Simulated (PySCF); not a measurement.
# C7H5FN2: magnetic properties

What do calculations give for the magnetic properties of C7H5FN2 (`N#CCC1=C(F)[C@@H]1CC#N`)?

Programs: PySCF 2.14.0, with routines of our own; each step states its level. All values are computed. Atoms count from 0.

## 1. The starting structure

15 atoms, charge 0, multiplicity 1; geometry from: GFN2-xTB.

## 2. Magnetic properties: GIAO wB97X-D/pcSseg-1

Job settings and geometry (Å):

```
{"job": {"kind": "mag", "xc": "wB97X-D", "basis": "pcSseg-1", "isotopologues": 0}, "charge": 0, "multiplicity": 1}
N     -0.906830     2.532494     1.605608
C     -1.336801     1.692347     0.963343
C     -1.846405     0.596367     0.165139
C     -0.869507    -0.508982     0.216950
C     -0.329333    -1.546292     0.779552
F     -0.335674    -2.471685     1.716520
C      0.403202    -1.056216    -0.420296
C      1.716919    -0.293595    -0.276063
C      1.798482     0.713158    -1.305958
N      1.822636     1.496504    -2.137458
H     -2.812255     0.283033     0.573206
H     -1.974912     0.942945    -0.864701
H      0.326973    -1.600561    -1.359379
H      2.570050    -0.970896    -0.377384
H      1.769041     0.199369     0.699007
```

Level: GIAO wB97X-D/pcSseg-1 magnetisability, rotational g tensor and spin-rotation constants, non-relativistic, gas phase.

Started as:

```
> OMP_NUM_THREADS=1 python excited_run.py task.json out
```

The driver reads the jobs from task.json and runs them one after another.

Log:

```text
coarse grid: 13912 points
cycle   1  E = -478.5074748444  dE =  2.104e+00  |g| = 8.164e-01  |ddm| = 3.803e+00
cycle   2  E = -478.3471807244  dE =  1.603e-01  |g| = 1.260e+00  |ddm| = 1.561e+00
cycle   3  E = -478.6687322152  dE = -3.216e-01  |g| = 9.096e-02  |ddm| = 8.573e-01
cycle   4  E = -478.6697979685  dE = -1.066e-03  |g| = 6.689e-02  |ddm| = 1.339e-01
cycle   5  E = -478.6707318172  dE = -9.338e-04  |g| = 1.212e-02  |ddm| = 6.505e-02
cycle   6  E = -478.6707660677  dE = -3.425e-05  |g| = 4.628e-03  |ddm| = 1.803e-02
cycle   7  E = -478.6707709746  dE = -4.907e-06  |g| = 2.313e-03  |ddm| = 6.683e-03
final grid: 138904 points
cycle   8  E = -478.7391201382  dE = -2.391e-04  |g| = 7.387e-03  |ddm| = 5.859e-02
cycle   9  E = -478.7391160083  dE =  4.130e-06  |g| = 9.050e-03  |ddm| = 1.361e-02
cycle  10  E = -478.7391310482  dE = -1.504e-05  |g| = 1.399e-03  |ddm| = 5.887e-03
cycle  11  E = -478.7391313579  dE = -3.097e-07  |g| = 8.236e-04  |ddm| = 1.494e-03
cycle  12  E = -478.7391314895  dE = -1.316e-07  |g| = 1.628e-04  |ddm| = 7.707e-04
cycle  13  E = -478.7391314956  dE = -6.097e-09  |g| = 4.850e-05  |ddm| = 1.873e-04
cycle  14  E = -478.7391314963  dE = -7.298e-10  |g| = 1.762e-05  |ddm| = 8.627e-05
converged SCF energy = -478.7391314963

Magnetisability tensor (1e-30 J/T^2)
    -1229.54      -68.86      -76.74
      -68.86    -1345.99      -43.27
      -76.74      -43.27    -1247.46
isotropic -1274.33   principal values   -1411.66  -1253.53  -1157.80
isotropic susceptibility -76.742 1e-6 cm^3/mol

Inertial axes            a          b          c
rot. const./GHz      1.3671     1.1301     0.7162
chi total           -74.881    -74.213    -81.131
chi diamagnetic    -937.539  -1076.840  -1638.168
chi paramagnetic    862.658   1002.627   1557.037
quadrupole/D A      -15.255      3.542     11.713
g nuclear            0.5369     0.5119     0.5116
g electronic        -0.5540    -0.5323    -0.5239
g total             -0.0172    -0.0204    -0.0122

Spin-rotation constants (kHz, H = +C I.J)
atom  isotope        aa         bb         cc
  0    14N        0.283      0.196      0.069
  5    19F        1.454      1.689      0.050
  9    14N        0.097      0.235      0.142
 10     1H       -0.011     -0.096     -0.067
 11     1H       -0.066     -0.117     -0.024
 12     1H       -0.139     -0.063     -0.019
 13     1H       -0.157      0.025     -0.070
 14     1H       -0.144     -0.087     -0.016
  1    13C*       0.553      0.380      0.104
  2    13C*       0.190      0.148      0.086
  3    13C*       0.395      0.347      0.104
  4    13C*       0.706      0.301      0.199
  6    13C*       0.282      0.212      0.074
  7    13C*       0.207      0.185      0.098
  8    13C*       0.158      0.459      0.273
* in the singly substituted isotopologue
```

It took 45 s on 1 thread of Arm Neoverse V1, shared host; peak memory 0.88 GiB.

From this job:

| quantity | value |
| --- | --- |
| magnetisability | -1274·10⁻³⁰ J/T² |
| molar susceptibility | -76.7·10⁻⁶ cm³/mol |
| rotational g (a, b, c) | -0.0172, -0.0204, -0.0122 |

## 3. Magnetic properties: GIAO HCTH407/ANO-RCC-VDZP in acetone

Settings changed since step 2:

```diff
@@ -1,2 +1,2 @@
-{"job": {"kind": "mag", "xc": "wB97X-D", "basis": "pcSseg-1", "isotopologues": 0}, "charge": 0, "multiplicity": 1}
+{"job": {"kind": "mag", "xc": "HCTH407", "basis": "ANO-RCC-VDZP", "solvent": "acetone"}, "charge": 0, "multiplicity": 1}
 N     -0.906830     2.532494     1.605608
```

Method: GIAO HCTH407/ANO-RCC-VDZP magnetisability, non-relativistic, IEF-PCM acetone.

Log:

```text
coarse grid: 13912 points
cycle   1  E = -478.9243040776  dE =  1.502e+00  |g| = 7.096e-01  |ddm| = 5.827e+00
cycle   2  E = -478.5569187857  dE =  3.674e-01  |g| = 1.467e+00  |ddm| = 2.079e+00
cycle   3  E = -479.0075800334  dE = -4.507e-01  |g| = 3.595e-01  |ddm| = 1.536e+00
cycle   4  E = -479.0367994539  dE = -2.922e-02  |g| = 9.762e-02  |ddm| = 3.747e-01
cycle   5  E = -479.0386263168  dE = -1.827e-03  |g| = 3.579e-02  |ddm| = 1.194e-01
cycle   6  E = -479.0388862328  dE = -2.599e-04  |g| = 1.640e-02  |ddm| = 5.161e-02
cycle   7  E = -479.0389442198  dE = -5.799e-05  |g| = 4.737e-03  |ddm| = 1.936e-02
cycle   8  E = -479.0389482952  dE = -4.075e-06  |g| = 2.156e-03  |ddm| = 5.285e-03
final grid: 138904 points
cycle   9  E = -479.0234042375  dE = -6.787e-05  |g| = 1.255e-02  |ddm| = 6.260e-02
cycle  10  E = -479.0232757697  dE =  1.285e-04  |g| = 2.812e-02  |ddm| = 3.159e-02
cycle  11  E = -479.0234307551  dE = -1.550e-04  |g| = 4.486e-03  |ddm| = 2.412e-02
cycle  12  E = -479.0234350517  dE = -4.297e-06  |g| = 8.185e-04  |ddm| = 3.997e-03
cycle  13  E = -479.0234351916  dE = -1.399e-07  |g| = 2.457e-04  |ddm| = 9.550e-04
cycle  14  E = -479.0234352038  dE = -1.222e-08  |g| = 1.138e-04  |ddm| = 3.632e-04
cycle  15  E = -479.0234352070  dE = -3.155e-09  |g| = 2.195e-05  |ddm| = 1.331e-04
cycle  16  E = -479.0234352071  dE = -5.514e-11  |g| = 1.554e-05  |ddm| = 2.980e-05
converged SCF energy = -479.0234352071

Magnetisability tensor (1e-30 J/T^2)
    -1196.87      -64.65      -77.40
      -64.65    -1305.94      -41.15
      -77.40      -41.15    -1208.10
isotropic -1236.97   principal values   -1369.19  -1219.35  -1122.38
isotropic susceptibility -74.492 1e-6 cm^3/mol

Inertial axes            a          b          c
rot. const./GHz      1.3671     1.1301     0.7162
chi total           -72.512    -72.108    -78.857
chi diamagnetic    -935.684  -1076.911  -1639.532
chi paramagnetic    863.172   1004.803   1560.675
quadrupole/D A      -18.168      3.900     14.268
```

Wall time 58 s (1 thread of Arm Neoverse V1, shared host); peak memory 0.74 GiB.

From this job:

| quantity | value |
| --- | --- |
| magnetisability | -1237·10⁻³⁰ J/T² |
| molar susceptibility | -74.5·10⁻⁶ cm³/mol |

## 4. Summary of results

```
                                              quantity                      value
       magnetisability (step 2, GIAO wB97X-D/pcSseg-1)           -1274·10⁻³⁰ J/T²
  molar susceptibility (step 2, GIAO wB97X-D/pcSseg-1)         -76.7·10⁻⁶ cm³/mol
rotational g (a, b, c) (step 2, GIAO wB97X-D/pcSseg-1)  -0.0172, -0.0204, -0.0122
```

**Reading.** The values above hold for this geometry and these levels alone. Vibrational averaging and real surroundings are missing from these values.
